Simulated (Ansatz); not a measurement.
# TiO: the cost of one run

Program: Ansatz 0.2.0. Level of theory: DFT r²SCAN+U (U = 3 eV, J = 0.5 eV on Ti d, around-mean-field double counting), plane waves, PAW. These are calculated values, not measurements.

## Step 1: The starting structure

Symmetry: Pm-3m, No. 221, cubic system. The conventional cell has a = 2.708 Å, b = 2.708 Å, c = 2.708 Å, α = 90.00°, β = 90.00°, γ = 90.00°. Ti (site symmetry m-3m) has 8 O at 2.35 Å in its first shell of neighbours. Around O (site symmetry m-3m) lie 8 Ti at 2.35 Å.

As a file:

```
Ti O
1.0
     2.70834    0.00000    0.00000
     0.00000    2.70834    0.00000
     0.00000    0.00000    2.70834
Ti O
1 1
Direct
  0.00000 0.00000 0.00000
  0.50000 0.50000 0.50000
```

Magnetic order typed: ferromagnetic.

An earlier series on this cell reached its lowest free state from «random orbitals: fully mixed, first filling», perhaps among other starts.

## Step 2: Random orbitals: single harmonics, second filling

Contents of input.yaml:

```yaml
crystal:
  lattice:
    - [2.70834008, 0.0, 0.0]
    - [0.0, 2.70834008, 0.0]
    - [0.0, 0.0, 2.70834008]
  atoms:
    - { symbol: Ti, position: [0.0, 0.0, 0.0], spin: 0.3 }
    - { symbol: O, position: [0.5, 0.5, 0.5] }
basis:
  ecutwfc: 500
  ecutrho_ratio: 4
kpoints:
  mp_grid: { grid: [7, 7, 7] }
hamiltonian:
  xc: r2scan
  hubbard:
    sites:
      - { site: 0, l: d, u: 3.0, j: 0.5, starting_ns: [{ spin: up, occupation_matrix: s0up }, { spin: down, occupation_matrix: s0down }] }
    double_counting: amf
    occupation_matrices:
      s0up:
        matrix:
          - [0.97, 0.0, 0.0, 0.0, 0.0]
          - [0.0, 0.02, 0.0, 0.0, 0.0]
          - [0.0, 0.0, 0.02, 0.0, 0.0]
          - [0.0, 0.0, 0.0, 0.02, 0.0]
          - [0.0, 0.0, 0.0, 0.0, 0.02]
      s0down:
        matrix:
          - [0.02, 0.0, 0.0, 0.0, 0.0]
          - [0.0, 0.02, 0.0, 0.0, 0.0]
          - [0.0, 0.0, 0.02, 0.0, 0.0]
          - [0.0, 0.0, 0.0, 0.97, 0.0]
          - [0.0, 0.0, 0.0, 0.0, 0.02]
    ns_hold: { iters: 5 }
scf:
  occupations: { method: gaussian, width: 0.05 }
  lower_state_search: "off"
  max_iter: 150
output:
  forces: true
  stress: true
  eigenvalues: true
  populations: true
  hubbard: { sites: [{ site: 0, l: d }] }
magnetization:
  spin_polarized: true
```

The typed matrices put 0.97 on the chosen orbitals and 0.02 on the others, and are held for 5 cycles.

Started as:

```sh
ansatz run input.yaml --threads 2 --pin off --max-ram 3072MiB --backend cpu --events-out ev --progress --plain --runs-dir out
```

**Question.** How long does this run take on 2 threads of AMD EPYC 9R45 (Zen 5), shared host, and how much memory does it need?

About 6.4 s, with a peak of 0.4 GiB.
